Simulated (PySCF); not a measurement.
# A diatomic session: CdS+

The task here is to estimate one member of a computed series from the others.

Computed with PySCF 2.14.0. Level: Cd def2-SVP with ECP28, S def2-SVP, scalar-relativistic core potentials.

Set-up of the first run:

The job is set up so:

```yaml
atoms: Cd, S
charge: 1
basis: Cd def2-SVP with ECP28, S def2-SVP
Hamiltonian: scalar-relativistic core potentials
basis_functions: 49
electrons_treated: 35
masses_in_u: 113.9034, 31.9721
levels: PBE0, PBE, r²SCAN, M06-L, r²SCAN0, revPBE, HF, MP2, SCS-MP2, CCSD, CCSD(T)
grid: 80 radial by 434 angular points
occupations: held fixed by the projection of orbital angular momentum
dissociation_limit: Cd+ + S, each in its ground configuration
starting_distance_in_angstrom: 2.485
values_of_2S_to_try: 1, 3
```

The run is started by

```console
$ OMP_NUM_THREADS=1 python dia.py task.json out
```

Among the steps run: Set-up; PBE0 along the bond; Higher solutions at PBE0; PBE (GGA); r²SCAN; M06-L; r²SCAN0 (hybrid meta-GGA); revPBE (GGA); ROHF (mean field); Adding correlation.

One table of the session follows, with a row left open; its other results are not shown here.

It belongs to the step «The curves together». Energy (eV) from each level's lowest point:

| R (Å) | ROHF | ROHF-MP2 | ROHF-SCS-MP2 | ROHF-CCSD | ROHF-CCSD(T) |
| --- | --- | --- | --- | --- | --- |
| 2.030 | 1.138 | 0.904 | 0.970 | n/a | n/a |
| 2.124 | 0.525 | 0.387 | 0.432 | 0.467 | 0.478 |
| 2.218 | 0.179 | 0.112 | 0.137 | 0.158 | 0.167 |
| 2.289 | 0.048 | 0.020 | 0.032 | 0.043 | 0.048 |
| 2.360 | 0.000 | 0.000 | 0.000 | 0.000 | 0.000 |
| 2.431 | 0.014 | 0.035 | 0.023 | 0.011 | 0.005 |
| 2.525 | 0.105 | 0.141 | 0.114 | 0.085 | 0.068 |
| 2.643 | ? | ? | ? | ? | ? |
| 2.785 | 0.584 | 0.612 | 0.543 | 0.455 | 0.402 |
| 2.974 | 1.010 | 0.996 | 0.898 | n/a | n/a |

Estimate the missing values for R (Å) = 2.643.

Worked estimate for «ROHF». A straight line through the neighbours (2.525, 0.105) and (2.785, 0.584) gives 0.105 + (0.584 − 0.105) × (2.643 − 2.525) / (2.785 − 2.525) = 0.322; a parabola fitted to 4 rows on both sides gives 0.305.

**Answer.** ROHF: 0.295; ROHF-MP2: 0.335; ROHF-SCS-MP2: 0.289; ROHF-CCSD: 0.235; ROHF-CCSD(T): 0.203. In «ROHF» the line misses by +0.027 and the parabola by +0.010.
